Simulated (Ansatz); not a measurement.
# BCl2H3S: the cost of one run

Method: RKS PBE0-D4/cc-pVDZ, in Ansatz 0.2.0.

## Step 1: The system as given

Bond lengths: B1–Cl3 1.860 Å, B1–Cl4 1.860 Å, B1–S5 2.190 Å, S5–H6 1.400 Å, S5–H7 1.549 Å. Angles: Cl3–B1–Cl4 120.0°, Cl3–B1–S5 97.0°, Cl4–B1–S5 101.2°, B1–S5–H6 109.5°, B1–S5–H7 57.4°, H6–S5–H7 144.6°.

Coordinates:

```xyz
7

B     0.0000    0.0000    0.0000
H     0.0000    0.0000    1.5400
Cl    1.6108    0.0000   -0.9300
Cl   -1.6108    0.0000   -0.9300
S     0.0915   -2.0763    0.6906
H    -0.6660   -2.8867   -0.1635
H     0.0385   -0.8742    1.6662
```

## Step 2: A restrained relaxation towards end A

Springs on the bonds that form and break draw the guess towards this end; the thresholds are loose.

input.yaml

```yaml
crystal:
  periodic: [false, false, false]
  atoms:
    - { symbol: B, position_ang: [0.0, 0.0, 0.0] }
    - { symbol: H, position_ang: [0.0, 0.0, 1.54] }
    - { symbol: Cl, position_ang: [1.6108, 0.0, -0.93] }
    - { symbol: Cl, position_ang: [-1.6108, 0.0, -0.93] }
    - { symbol: S, position_ang: [0.0915, -2.0763, 0.6906] }
    - { symbol: H, position_ang: [-0.666, -2.8867, -0.1635] }
    - { symbol: H, position_ang: [0.0385, -0.8742, 1.6662] }
basis:
  gaussian: { orbitals: cc-pVDZ }
hamiltonian:
  xc: pbe0
  dispersion: d4
relax:
  f_tol: 0.15
  max_steps: 25
  restrain:
    - { distance: [0, 4], at: 3.09, k: 30.0 }
    - { distance: [6, 1], at: 1.86, k: 30.0 }
    - { distance: [0, 1], at: 1.19, k: 30.0 }
    - { distance: [6, 4], at: 1.4, k: 30.0 }
```

On the command line:

```
> ansatz run input.yaml --threads 2 --pin off --max-ram 3072MiB --backend cpu --events-out ev --progress --plain --runs-dir out
```

Q: Estimate wall time and peak memory on 2 threads of Arm Neoverse V1, shared host.

About 22 s, with a peak of 0.18 GiB.
